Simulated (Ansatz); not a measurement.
# BGeH₆NO₂: one species, many methods

How much do the methods differ for BGeH₆NO₂? The plan is to run it at one geometry with functionals of several rungs and with coupled cluster, and see how far each lands from CCSD(T) at the basis-set limit for the atomisation energy.

The runs use Ansatz 0.2.0, Gaussian basis; functionals in def2-TZVPP, the program's frozen cores in correlated methods.

Levels to be run: LDA (SPW92), PBE-D4, revPBE-D4, BLYP-D4, r2SCAN-D4, B97M-V, PBE0-D4, B3LYP-D4, r2SCANh-D4, r2SCAN0-D4, HSE06-D4, BHLYP-D4, CAM-B3LYP-D4, LC-ωPBE, ωB97X-V, ωB97M-V, B2PLYP, PBE-QIDH; CCSD(T)/def2-SVP; CCSD(T)/def2-TZVPP; MP2/def2-QZVPP; extrapolation to the limit; RPA on PBE.

### Step 1. Structure used throughout

All runs share one geometry, relaxed beforehand with PBE0-D4 in a triple-zeta def2 set.

SMILES `[NH2][GeH2][B](O)O`, 11 atoms, charge 0, spin multiplicity 1.

Atoms are counted from 1 here; the program's logs count them from 0.

Bond lengths: N1–Ge2 1.853 Å, N1–H6 1.012 Å, N1–H7 1.013 Å, Ge2–B3 2.091 Å, Ge2–H8 1.543 Å, Ge2–H9 1.546 Å, B3–O4 1.366 Å, B3–O5 1.357 Å, O4–H10 0.959 Å, O5–H11 0.965 Å. Angles: Ge2–N1–H6 112.0°, Ge2–N1–H7 111.7°, H6–N1–H7 106.9°, N1–Ge2–B3 115.3°, N1–Ge2–H8 106.1°, N1–Ge2–H9 106.1°, B3–Ge2–H8 110.6°, B3–Ge2–H9 110.8°, H8–Ge2–H9 107.7°, Ge2–B3–O4 124.9°, Ge2–B3–O5 117.2°, O4–B3–O5 117.8°, B3–O4–H10 114.3°, B3–O5–H11 112.3°.

Geometry (Å):

```xyz
11
charge 0, multiplicity 1
N    -2.1119   -0.0878    0.6110
Ge   -0.3020   -0.2668    0.9680
B     0.9664    0.0719   -0.6590
O     2.2522    0.5228   -0.5670
O     0.4695   -0.1782   -1.8969
H    -2.3542    0.8574    0.3414
H    -2.4062   -0.6944   -0.1446
H    -0.1142   -1.6977    1.5133
H     0.0068    0.7181    2.1187
H     2.5450    0.7010    0.3283
H     1.1141   -0.0034   -2.5929
```

### Step 2. LDA

This LDA is Slater exchange with PW92 correlation.

Contents of in.yaml:

```yaml
crystal:
  periodic: [false, false, false]
  atoms:
    - {symbol: N, position_ang: [-2.111915, -0.087772, 0.611020]}
    - {symbol: Ge, position_ang: [-0.301959, -0.266778, 0.968043]}
    - {symbol: B, position_ang: [0.966422, 0.071875, -0.658983]}
    - {symbol: O, position_ang: [2.252246, 0.522823, -0.566958]}
    - {symbol: O, position_ang: [0.469468, -0.178206, -1.896910]}
    - {symbol: H, position_ang: [-2.354219, 0.857402, 0.341441]}
    - {symbol: H, position_ang: [-2.406242, -0.694356, -0.144574]}
    - {symbol: H, position_ang: [-0.114214, -1.697713, 1.513305]}
    - {symbol: H, position_ang: [0.006822, 0.718124, 2.118741]}
    - {symbol: H, position_ang: [2.544950, 0.700954, 0.328277]}
    - {symbol: H, position_ang: [1.114142, -0.003354, -2.592900]}
basis:
  gaussian: {orbitals: def2-TZVPP}
hamiltonian: {xc: lda}
output: {orbitals: {seedname: orbitals}}
```

After this run come: PBE-D4 (GGA); revPBE-D4 (GGA); BLYP-D4 (GGA); r2SCAN-D4 (meta-GGA); B97M-V (meta-GGA); PBE0-D4 (hybrid); B3LYP-D4 (hybrid); r2SCANh-D4 (hybrid); r2SCAN0-D4 (hybrid); HSE06-D4 (hybrid); BHLYP-D4 (hybrid); CAM-B3LYP-D4 (range-separated); LC-ωPBE (range-separated); ωB97X-V (range-separated); ωB97M-V (range-separated); B2PLYP (double hybrid); PBE-QIDH (double hybrid); CCSD(T) in def2-SVP; CCSD(T) in def2-TZVPP; MP2 in def2-QZVPP; RPA on PBE orbitals.

**Question.** What will the summary of the whole plan be? Wanted: atomisation energy, CCSD(T)/CBS; farthest beyond LDA; mean size of error, GGA; mean size of error, meta-GGA; mean size of error, hybrid; mean size of error, range-separated; mean size of error, double hybrid; gap, smallest and largest; T1 diagnostic.

As calculated:

| quantity | value |
| --- | --- |
| atomisation energy, CCSD(T)/CBS | 3977.6 kJ/mol |
| functionals within 39.8 kJ/mol (1.0 %) | BLYP-D4, r2SCAN-D4, B97M-V, PBE0-D4, B3LYP-D4, r2SCANh-D4, HSE06-D4, CAM-B3LYP-D4, LC-ωPBE, ωB97X-V, ωB97M-V |
| farthest beyond LDA | BHLYP-D4 (-157.2 kJ/mol) |
| mean size of error, GGA | 42.2 kJ/mol |
| mean size of error, meta-GGA | 3.2 kJ/mol |
| mean size of error, hybrid | 61.1 kJ/mol |
| mean size of error, range-separated | 11.7 kJ/mol |
| mean size of error, double hybrid | 54.5 kJ/mol |
| gap, smallest and largest | 4.35 eV (LDA (SPW92)), 11.66 eV (LC-ωPBE) |
| T1 diagnostic | 0.0125 |
| triples share of the correlation energy | 3.6 % |

**Reading.** LDA overbinds by 612.4 kJ/mol (15 %). PBE-D4 is off by +60.7 kJ/mol. Double hybrids carry the basis error of their MP2 part in triple zeta, and no dispersion term here, so their miss is partly the set-up's. The rungs meta-GGA, range-separated miss on average by less than the doubt on the reference (39.8 kJ/mol), so they tie. The reference freezes the cores and leaves out relativity and excitations past (T), and its outer-core shells are covered unevenly, so misses under about 39.8 kJ/mol can't be ranked. Hartree-Fock recovers 70 % of the binding; the rest is correlation. CCSD(T) in def2-SVP is off by -270.5 kJ/mol, worse than the median functional, from the basis alone. The gap grows from 4.4 to 11.7 eV across the functionals, mostly with the share of exact exchange. Correlated methods include outer-core shells of Ge, which these sets cover unevenly.
